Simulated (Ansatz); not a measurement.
# ScGaN: the cost of one run

Method: DFT PBE, scalar-relativistic, plane waves, PAW, in Ansatz 0.2.0.

## 1. The starting structure

Symmetry: Pmmn, No. 59, orthorhombic system. The conventional cell has a = 3.166 Å, b = 3.849 Å, c = 7.951 Å, α = 90.00°, β = 90.00°, γ = 90.00°. Around Sc (site symmetry mm2) lie 4 Ga at 1.95 to 2.06 Å. Around Ga (site symmetry mm2) lie 4 Sc at 1.95 to 2.06 Å and 2 N at 2.34 Å. Around N (site symmetry mm2) lie 2 Ga at 2.34 Å.

Structure file:

```
Sc Ga N
1.0
     3.16589    0.00000    0.00000
     0.00000    3.84919    0.00000
     0.00000    0.00000    7.95078
Sc Ga N
2 2 2
Direct
  0.00000 0.00000 0.43775
  0.50000 0.50000 0.56225
  0.50000 0.00000 0.60287
  0.00000 0.50000 0.39713
  0.50000 0.50000 0.18107
  0.00000 0.00000 0.81893
```

A structure generator made this guess: species swapped into a database cell of TiClO (Pmmn, No. 59), with Ga on the Ti sites, N on the Cl sites and Sc on the O sites. Its size is a rough estimate.

## 2. The guess as it stands, on a coarse mesh

input.yaml reads:

```yaml
crystal:
  lattice:
    - [3.16588591, 0.0, 0.0]
    - [0.0, 3.84918852, 0.0]
    - [0.0, 0.0, 7.95077544]
  atoms:
    - { symbol: Sc, position: [0.0, 0.0, 0.43775202] }
    - { symbol: Sc, position: [0.5, 0.5, 0.56224798] }
    - { symbol: Ga, position: [0.5, 0.0, 0.60286801] }
    - { symbol: Ga, position: [0.0, 0.5, 0.39713199] }
    - { symbol: "N", position: [0.5, 0.5, 0.18107004] }
    - { symbol: "N", position: [0.0, 0.0, 0.81892996] }
basis:
  ecutwfc: 420
kpoints:
  mp_grid: { grid: [6, 4, 2] }
hamiltonian:
  xc: pbe
scf:
  occupations: { method: gaussian, width: 0.1 }
  lower_state_search: "off"
output:
  forces: true
  stress: true
  eigenvalues: true
```

The run is started by

```console
> ansatz run input.yaml --threads 1 --pin off --max-ram 2560MiB --backend cpu --events-out ev --progress --plain --runs-dir out
```

**Question.** How long does this run take on 1 thread of AMD EPYC (Zen 3), shared host, and how much memory does it need?

About 7.9 s, with a peak of 0.42 GiB.
